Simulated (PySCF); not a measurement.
**A workflow on AlSiH4OF (SMILES [F][AlH][O][SiH3])**

Wanted: a geometry optimisation (HF/6-31++G**), then the harmonic vibrations, then the energy (CCSD(T)/jun-cc-pV(D+d)Z), then ionisation energies (EOM-CCSD/CRENBL) of AlSiH4OF. 

The calculation is run with PySCF 2.14.0.

## Step 1: The system as given

AlSiH4OF has 8 atoms, charge 0, and is taken as a singlet. As SMILES, `[F][AlH][O][SiH3]`. The shape comes from a force field and isn't a relaxed structure. This is one conformer, not always the lowest. The run starts from this shape.

Bond lengths: F1–Al2 1.831 Å, Al2–O3 1.856 Å, O3–Si4 1.802 Å, Al2–H5 1.584 Å, Si4–H6 1.483 Å, Si4–H7 1.436 Å, Si4–H8 1.461 Å. Angles: F1–Al2–O3 120.6°, Al2–O3–Si4 103.4°, F1–Al2–H5 119.0°, O3–Al2–H5 120.3°, O3–Si4–H6 104.8°, O3–Si4–H7 111.3°, O3–Si4–H8 108.6°, H6–Si4–H7 111.1°, H6–Si4–H8 108.6°, H7–Si4–H8 112.2°.

## Step 2: A structure relaxation at HF/6-31++G(d,p) (density fitting with aug-cc-pvtz-jkfit, Cartesian functions) (run 1)

calc.py

```python
from pyscf import gto
from pyscf.geomopt.geometric_solver import kernel as optimise

mol = gto.M(
    atom=[
    ('F', (-1.031100, -2.313800, 1.271300)),
    ('Al', (-0.695200, -0.515000, 1.337200)),
    ('O', (-1.068700, 0.571300, -0.120600)),
    ('Si', (0.459700, 0.528700, -1.075100)),
    ('H', (-0.015800, 0.093100, 2.632100)),
    ('H', (0.189700, 1.380800, -2.258600)),
    ('H', (1.564900, 1.038800, -0.312400)),
    ('H', (0.688600, -0.841000, -1.529800)),
],
    verbose=3,
    max_memory=1860,
    spin=0,
    basis='6-31++g**',
    cart=True,
)

myscf = mol.RHF()
myscf = myscf.density_fit(auxbasis='aug-cc-pvtz-jkfit')
converged, mol_eq = optimise(myscf, maxsteps=100, convergence_set='GAU_TIGHT')
print('converged:', converged)
print(mol_eq.tostring())

myscf.reset(mol_eq)
mol = mol_eq
myscf.kernel()
e_tot = myscf.e_tot
print(f'total energy: {e_tot:.8f} hartree')
```

Run with:

```console
$ OMP_NUM_THREADS=1 python calc.py
```

The log of the run:

```text
convergence_set           GAU_TIGHT
maxiter                   100
----------------------------------------------------------
Custom engine selected.
Bonds will be generated from interatomic distances less than 1.20 times sum of covalent radii
24 internal coordinates being used (instead of 24 Cartesians)
Internal coordinate system (atoms numbered from 1):
Distance 1-2
Distance 2-3
Distance 2-5
Distance 3-4
Distance 4-6
Distance 4-7
Distance 4-8
Angle 1-2-5
Angle 3-2-5
Angle 2-3-4
Angle 3-4-6
Angle 3-4-7
Angle 3-4-8
Angle 6-4-7
Angle 6-4-8
Angle 7-4-8
Out-of-Plane 2-1-3-5
Dihedral 1-2-3-4
Dihedral 5-2-3-4
Dihedral 2-3-4-6
Dihedral 2-3-4-7
Dihedral 2-3-4-8
Translation-X 1-8
Translation-Y 1-8
Translation-Z 1-8
Rotation-A 1-8
Rotation-B 1-8
Rotation-C 1-8
> ===== Optimization Info: ====
> Job type: Energy minimization
> Maximum number of optimization cycles: 100
> Initial / maximum trust radius (Angstrom): 0.100 / 0.300
> Convergence Criteria:
[... 17 lines left out ...]
WARN: Mole.unit (angstrom) is changed to Bohr
[... 43 lines left out ...]
converged SCF energy = -707.628292388321
[... 83 lines left out ...]
converged SCF energy = -707.640052121412
[... 10 lines left out ...]
Failed inverse iteration - checking coordinate system
[... 71 lines left out ...]
converged SCF energy = -707.640079182258
[... 83 lines left out ...]
converged SCF energy = -707.640093205512
[... 83 lines left out ...]
converged SCF energy = -707.640094845045
[... 83 lines left out ...]
converged SCF energy = -707.640114607331
[... 83 lines left out ...]
converged SCF energy = -707.640116118578
[... 83 lines left out ...]
converged SCF energy = -707.640116118803
[... 74 lines left out ...]
Converged! =D
[... 1 line left out ...]
converged: True
F          -1.90327090       -1.78321994        1.39400476
Al         -0.73115160       -0.64028249        1.56270251
O          -0.01699863       -0.02470048        0.17742302
[... 4 lines of this table left out ...]
H           1.23644626       -0.60249767       -1.96110456
converged SCF energy = -707.64011611882
total energy: -707.64011612 hartree
```

It took 5.5 min on 1 thread of Intel Xeon at 2.50GHz (Skylake/Cascade Lake), shared host; peak memory 0.3 GiB.

Step by step:

```csv
step,energy from the first frame kept (eV),largest force (eV/Å)
0,0.0000,5.0532
2,-1.4008,1.2647
4,-1.6525,0.3558
6,-1.7208,0.0845
8,-1.7213,0.0314
10,-1.7218,0.0113
12,-1.7219,0.0023
14,-1.7219,0.0014
16,-1.7219,0.0102
18,-1.7220,0.0389
20,-1.7223,0.0543
22,-1.7225,0.0013
24,-1.7225,0.0001
26,-1.7225,0.0000
28,-1.7225,0.0001
30,-1.7225,0.0000
32,-1.7225,0.0000
```

After the run. Bond lengths: F1–Al2 1.646 Å, Al2–O3 1.676 Å, O3–Si4 1.631 Å, Al2–H5 1.558 Å, Si4–H6 1.475 Å, Si4–H7 1.475 Å, Si4–H8 1.475 Å. Angles: F1–Al2–O3 118.3°, Al2–O3–Si4 176.6°, F1–Al2–H5 118.9°, O3–Al2–H5 122.8°, O3–Si4–H6 110.0°, O3–Si4–H7 109.9°, O3–Si4–H8 110.0°, H6–Si4–H7 108.9°, H6–Si4–H8 109.1°, H7–Si4–H8 108.9°.

## Step 3: The harmonic vibrations at HF/6-31++G(d,p) (density fitting with aug-cc-pvtz-jkfit, Cartesian functions) (run 2)

run.py

```python
from pyscf import gto, symm
from pyscf.hessian import thermo

molecule = gto.M(
    atom=[
    ('F', (-1.514420, -1.409490, 1.020443)),
    ('Al', (-0.342301, -0.266552, 1.189141)),
    ('O', (0.371852, 0.349030, -0.196139)),
    ('Si', (1.009452, 0.889729, -1.596729)),
    ('H', (0.056999, 0.197483, 2.622082)),
    ('H', (-0.046140, 1.495914, -2.429782)),
    ('H', (2.041917, 1.905653, -1.318759)),
    ('H', (1.625046, -0.228510, -2.334681)),
],
    charge=0,
    cart=True,
    spin=0,
    verbose=3,
    basis='6-31++g**',
    max_memory=1860,
)

mf = molecule.RHF()
mf = mf.density_fit(auxbasis='aug-cc-pvtz-jkfit')
mf.kernel()

e_final = mf.e_tot
print('Final energy', e_final)
hess = mf.Hessian().kernel()
modes = thermo.harmonic_analysis(molecule, hess)
thermo.dump_normal_mode(molecule, modes)
symm.geom.TOLERANCE = 1e-3  # for the symmetry number
th = thermo.thermo(mf, modes['freq_au'], 800, 101325)
thermo.dump_thermo(molecule, th)
```

Run with:

```console
$ OMP_NUM_THREADS=1 python run.py
```

The log of the run:

```text
converged SCF energy = -707.640116056634
Final energy -707.6401160566342
[... 86 lines left out ...]
Gibbs free energy [Eh] -707.70838
```

Wall time 2.9 min (1 thread of Intel Xeon at 2.50GHz (Skylake/Cascade Lake), shared host); peak memory 1.1 GiB.

## Step 4: A single-point energy at CCSD(T)/jun-cc-pV(D+d)Z (run 3)

job.py

```python
from pyscf import gto, scf, cc

mol = gto.M(
    atom='''
F   -1.903271  -1.783220   1.394005
Al  -0.731152  -0.640282   1.562703
O   -0.016999  -0.024700   0.177423
Si   0.620601   0.515999  -1.223167
H   -0.331852  -0.176247   2.995644
H   -0.434740   1.121926  -2.056206
H    1.653066   1.531923  -0.945197
H    1.236446  -0.602498  -1.961105
''',
    verbose=4,
    basis='jun-cc-pv(d+d)z',
    spin=0,
    max_memory=1860,
)

calc0 = scf.RHF(mol)
calc0.kernel()

mycc = cc.CCSD(calc0, frozen=12)
mycc.kernel()
e_t = mycc.ccsd_t()
e_final = mycc.e_tot + e_t
print('Final energy', e_final)
calc0.analyze()
```

Run with:

```console
$ OMP_NUM_THREADS=1 python job.py
```

The log of the run:

```text
PySCF version 2.14.0

[... 98 lines left out ...]
DFT Exchange-Correlation Energy =      -58.506035353405537
[... 12 lines left out ...]
MO #11  energy= -3.25009544611216  occ= 2
[... 10 lines left out ...]
MO #22  energy= -0.492291090440531 occ= 2
[... 10 lines left out ...]
MO #33  energy= 0.120862466024151  occ= 0
[... 10 lines left out ...]
MO #44  energy= 0.310265144730451  occ= 0
[... 10 lines left out ...]
MO #55  energy= 0.523615612027154  occ= 0
[... 10 lines left out ...]
MO #66  energy= 1.04873803100079   occ= 0
[... 10 lines left out ...]
MO #77  energy= 1.7387009330674    occ= 0
[... 10 lines left out ...]
MO #88  energy= 2.2536868285698    occ= 0
[... 10 lines left out ...]
MO #99  energy= 3.06397175419634   occ= 0
[... 10 lines left out ...]
MO #110 energy= 4.27507034369824   occ= 0
[... 82 lines left out ...]
pop of  3 Si 3dxy         0.01272
pop of  3 Si 3dyz         0.01107
pop of  3 Si 3dz^2        0.00880
pop of  3 Si 3dxz         0.01141
pop of  3 Si 3dx2-y2      0.00327
pop of  3 Si 4dxy         0.00332
pop of  3 Si 4dyz         0.00285
pop of  3 Si 4dz^2        0.00226
pop of  3 Si 4dxz         0.00306
pop of  3 Si 4dx2-y2      0.00063
pop of  4 H 1s            1.17479
pop of  4 H 2s            0.00095
pop of  4 H 2px           0.00041
pop of  4 H 2py           0.00053
pop of  4 H 2pz           0.00448
pop of  5 H 1s            1.15622
pop of  5 H 2s            0.00276
pop of  5 H 2px           0.00336
pop of  5 H 2py           0.00103
pop of  5 H 2pz           0.00183
pop of  6 H 1s            1.15703
pop of  6 H 2s            0.00278
pop of  6 H 2px           0.00293
pop of  6 H 2py           0.00286
pop of  6 H 2pz           0.00042
pop of  7 H 1s            1.15623
pop of  7 H 2s            0.00276
pop of  7 H 2px           0.00105
pop of  7 H 2py           0.00373
pop of  7 H 2pz           0.00144
 ** Mulliken atomic charges  **
charge of    0F =     -0.60913
charge of    1Al =      1.28418
charge of    2O =     -0.95752
charge of    3Si =      0.96004
charge of    4H =     -0.18116
charge of    5H =     -0.16520
charge of    6H =     -0.16601
charge of    7H =     -0.16520
Dipole moment(X, Y, Z, Debye):  1.09270,  1.07626,  0.35485
```

Wall time 98 s (1 thread of Intel Xeon at 2.50GHz (Skylake/Cascade Lake), shared host); peak memory 0.82 GiB.

## Step 5: Ionisation energies at EOM-CCSD/CRENBL (core potential, root kind ip) (run 4)

run.py

```python
# [F][AlH][O][SiH3]
import numpy
from pyscf import gto, scf, cc

system = gto.Mole()
system.atom = [
    ('F', (-1.903271, -1.783220, 1.394005)),
    ('Al', (-0.731152, -0.640282, 1.562703)),
    ('O', (-0.016999, -0.024700, 0.177423)),
    ('Si', (0.620601, 0.515999, -1.223167)),
    ('H', (-0.331852, -0.176247, 2.995644)),
    ('H', (-0.434740, 1.121926, -2.056206)),
    ('H', (1.653066, 1.531923, -0.945197)),
    ('H', (1.236446, -0.602498, -1.961105)),
]
system.basis = 'crenbl'
system.verbose = 4
system.ecp = {'F': 'crenbl', 'Al': 'crenbl', 'O': 'crenbl', 'Si': 'crenbl'}
system.max_memory = 1860
system.build()

calc0 = scf.RHF(system)
calc0.kernel()

mycc = cc.CCSD(calc0)
mycc.kernel()
e_tot = mycc.e_tot
print('E = %.10f Eh' % e_tot)

e, vec = mycc.ipccsd(nroots=4)
roots = numpy.atleast_1d(e) * 27.211386
print('EOM-IP-CCSD roots (eV)')
for i, w in enumerate(roots, 1):
    print('%3d %10.4f' % (i, w))
```

Run with:

```console
$ OMP_NUM_THREADS=1 python run.py
```

The log of the run:

```text
PySCF version 2.14.0

[... 60 lines left out ...]
converged SCF energy = -47.7133815637591
[... 11 lines left out ...]
Init t2, MP2 energy = -48.075297533696  E_corr(MP2) -0.361915969936905
[... 12 lines left out ...]
CCSD converged
[... 3 lines left out ...]
******** <class 'pyscf.cc.eom_rccsd.EOMIP'> ********
max_space = 20
max_cycle = 50
conv_tol = 1e-07
partition = None
EOM-CCSD root 0 E = 0.4026474927285988  qpwt = 0.947722  conv = True
EOM-CCSD root 1 E = 0.409742064548279  qpwt = 0.947725  conv = True
EOM-CCSD root 2 E = 0.4610282549376822  qpwt = 0.944988  conv = True
EOM-CCSD root 3 E = 0.4965652120258439  qpwt = 0.941355  conv = True
EOM-IP-CCSD roots (eV)
  1    10.9566
  2    11.1496
  3    12.5452
  4    13.5122
```

Wall time 45 s (1 thread of Intel Xeon at 2.50GHz (Skylake/Cascade Lake), shared host); peak memory 0.42 GiB.

## Step 6: Outcome

| quantity | value |
| --- | --- |
| run 1, HF/6-31++G**: total energy at the end | -707.64012 Eh |
| run 1, HF/6-31++G**: dipole moment | 1.43 D |
| run 1, HF/6-31++G**: HOMO energy | -12.46 eV |
| run 1, HF/6-31++G**: LUMO energy | 1.22 eV |
| run 1, HF/6-31++G**: HOMO–LUMO gap | 13.68 eV |
| run 2, HF/6-31++G**: lowest harmonic wavenumber | 19 cm⁻¹ |
| run 2, HF/6-31++G**: highest harmonic wavenumber | 2373 cm⁻¹ |
| run 2, HF/6-31++G**: zero-point energy | 110.2 kJ/mol |
| run 2, HF/6-31++G**: ideal-gas entropy at 800 K (symmetry number 1 as used) | 110.4 cal/(mol K) |
| run 3, CCSD(T)/jun-cc-pV(D+d)Z: total energy | -708.26148 Eh |
| run 3, CCSD(T)/jun-cc-pV(D+d)Z: dipole moment (Hartree–Fock density) | 1.57 D |
| run 3, CCSD(T)/jun-cc-pV(D+d)Z: HOMO energy (Hartree–Fock orbitals) | -12.46 eV |
| run 3, CCSD(T)/jun-cc-pV(D+d)Z: LUMO energy (Hartree–Fock orbitals) | 0.74 eV |
| run 3, CCSD(T)/jun-cc-pV(D+d)Z: HOMO–LUMO gap (Hartree–Fock orbitals) | 13.20 eV |
| run 3, CCSD(T)/jun-cc-pV(D+d)Z: correlation energy (12 core orbitals frozen) | -583.9 mEh |
| run 3, CCSD(T)/jun-cc-pV(D+d)Z: (T) correction | -11.23 mEh |
| run 3, CCSD(T)/jun-cc-pV(D+d)Z: T1 diagnostic | 0.014 |
| run 4, EOM-CCSD/CRENBL: ground-state or mean-field energy | -48.09689 Eh |
| run 4, EOM-CCSD/CRENBL: dipole moment (Hartree–Fock density) | 2.18 D |
| run 4, EOM-CCSD/CRENBL: HOMO energy (Hartree–Fock orbitals) | -12.36 eV |
| run 4, EOM-CCSD/CRENBL: LUMO energy (Hartree–Fock orbitals) | 1.85 eV |
| run 4, EOM-CCSD/CRENBL: HOMO–LUMO gap (Hartree–Fock orbitals) | 14.21 eV |
| run 4, EOM-CCSD/CRENBL: correlation energy | -383.5 mEh |
| run 4, EOM-CCSD/CRENBL: T1 diagnostic | 0.014 |
| run 4, EOM-CCSD/CRENBL: first ionisation energy | 10.96 eV |

In words: The optimisation (run 1, HF/6-31++G**) took 32 steps and changed the energy by -1.722 eV. Mulliken charges (run 1, HF/6-31++G**) run from -0.54 on F1 to +0.88 on Al2; in a basis this large or diffuse they mean little. All 18 modes (run 2, HF/6-31++G**) are real, though the softest (19 cm⁻¹) is within numerical noise. Mulliken charges (run 2, HF/6-31++G**) run from -0.54 on F1 to +0.88 on Al2; in a basis this large or diffuse they mean little. The triples (run 3, CCSD(T)/jun-cc-pV(D+d)Z) make up 1.9 % of the correlation energy. Mulliken charges (run 4, EOM-CCSD/CRENBL) of the mean-field density run from -1.35 on O3 to +1.71 on Al2.
